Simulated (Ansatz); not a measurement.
# AlHOSe: the cost of one run

Method: single points in def2-TZVPP; program: Ansatz 0.2.0, Gaussian basis.

Correlated methods freeze the cores. Filled d shells of the heavier atoms are correlated.

### Step 1. The starting structure

4 atoms, charge 0, spin multiplicity 1.

Atoms are counted from 1 here; the program's logs count them from 0.

Bond lengths: O1–Al2 1.748 Å, O1–Se3 2.014 Å, Al2–Se3 2.286 Å, Al2–H4 1.520 Å. Angles: Al2–O1–Se3 74.5°, O1–Al2–Se3 58.1°, O1–Al2–H4 141.2°, Se3–Al2–H4 160.4°, O1–Se3–Al2 47.4°.

Geometry (Å):

```mol
AlHOSe
  3D, bonds by distance, orders not assigned

  4  4  0  0  0  0  0  0  0  0999 V2000
   -1.1478   -0.6879   -0.1411 O   0  0
    0.1535    0.4777   -0.0905 Al  0  0
    0.4308   -1.6756    0.6260 Se  0  0
    0.4808    1.9061   -0.4947 H   0  0
  1  2  8  0
  1  3  8  0
  2  3  8  0
  2  4  8  0
M  END
```

### Step 2. PBE-D4/def2-TZVPP

run/in.yaml reads:

```yaml
crystal:
  periodic: [false, false, false]
  atoms:
    - {symbol: O, position_ang: [-1.147777, -0.687943, -0.141109]}
    - {symbol: Al, position_ang: [0.153517, 0.477684, -0.090511]}
    - {symbol: Se, position_ang: [0.430830, -1.675568, 0.625973]}
    - {symbol: H, position_ang: [0.480790, 1.906122, -0.494723]}
basis:
  gaussian: {orbitals: def2-TZVPP}
hamiltonian: {xc: pbe, dispersion: d4}
output: {forces: true}
```

Started as:

```
$ ansatz run in.yaml --threads 2 --pin off --events-out ev --progress --plain --max-ram 3481MiB
```

**Question.** How long does this run take on 2 threads of Arm Neoverse V1, shared host, and how much memory does it need?

About 1.6 s, with a peak of 0.15 GiB.
